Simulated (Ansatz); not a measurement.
Write a Python script for Ansatz 0.2.0 through its Python package that makes a search for lower mean-field states of Cl₂HSn, SMILES [Cl][SnH][Cl]. Level of theory (for the species named): Hartree-Fock, def2-SVP basis, multiplicity 2.

| atom | x (Å) | y (Å) | z (Å) |
| --- | --- | --- | --- |
| Cl | -2.1233 | 0.0566 | 0.0200 |
| Sn | 0.1054 | -0.1176 | -0.5380 |
| Cl | 1.1398 | -1.4770 | 1.0477 |
| H | 0.9336 | 1.4778 | -0.5501 |

`states_cl2hsn.py`
```python
import warnings

import ansatz as az
import numpy as np

SETTINGS = {
    'basis_set': 'def2-SVP',
    'xc': 'hf',
}


def main() -> None:
    warnings.simplefilter('ignore', az.DeckWarning)

    molecule = (
        az.Crystal.molecule()
        .atom('Cl', (-2.1233, 0.0566, 0.02))
        .atom('Sn', (0.1054, -0.1176, -0.538))
        .atom('Cl', (1.1398, -1.477, 1.0477))
        .atom('H', (0.9336, 1.4778, -0.5501))
    )
    symbols = [site.symbol for site in molecule.cartesian_sites]

    start = np.array([site.position_ang for site in molecule.cartesian_sites])
    for factor in [1.0, 1.5]:
        xyz = (start - start.mean(axis=0)) * factor
        scaled = az.Crystal.molecule()
        for symbol, place in zip(symbols, xyz):
            scaled = scaled.atom(symbol, place.tolist())
        calculation = (
            scaled.calculation()
            .basis(gaussian=SETTINGS['basis_set'])
            .functional(SETTINGS['xc'])
            .spin('collinear', total=1)
        )
        for search in ('off', 'standard'):
            try:
                rep = calculation.scf(lower_state_search=search).run(threads=1, pin='off').report
            except az.AnsatzError as error:
                print(f'x{factor} search {search}: {type(error).__name__}')
                continue
            state = rep['mean_field']['state']
            print(f'all distances x{factor}, search {search:8s} E = {rep["free_energy_ev"]:.5f} eV  <S^2> = {abs(state["spin_squared"]):.3f}  other states met: {len(rep["mean_field"]["others"])}')


if __name__ == '__main__':
    main()
```

Running `python states_cl2hsn.py` prints:
```text
all distances x1.0, search off      E = -30822.38792 eV  <S^2> = 0.762  other states met: 0
all distances x1.0, search standard E = -30822.38792 eV  <S^2> = 0.762  other states met: 0
all distances x1.5, search off      E = -30817.13380 eV  <S^2> = 1.994  other states met: 0
all distances x1.5, search standard E = -30817.13380 eV  <S^2> = 1.994  other states met: 14
```

Caveats:
- Total energies depend on the basis set; only differences at equal settings carry meaning.
- The count of other states can hold repeated and symmetry-equivalent ends of the search; scaling all distances is a test, and for more than two atoms no physical path.
- The geometry comes from a force field and isn't relaxed at this level.
- def2 sets replace the cores of elements past krypton by effective core potentials.
- The species is open-shell (spin multiplicity 2).
- The expectation value of S² is noticeably off S(S+1) in at least one run, so that state is spin-contaminated.
- Run time: 34 s on 1 thread of Arm Neoverse V2, with other jobs on the host, peak memory 0.28 GiB.

(Lines on the test bed's own set-up are left out of the output.)
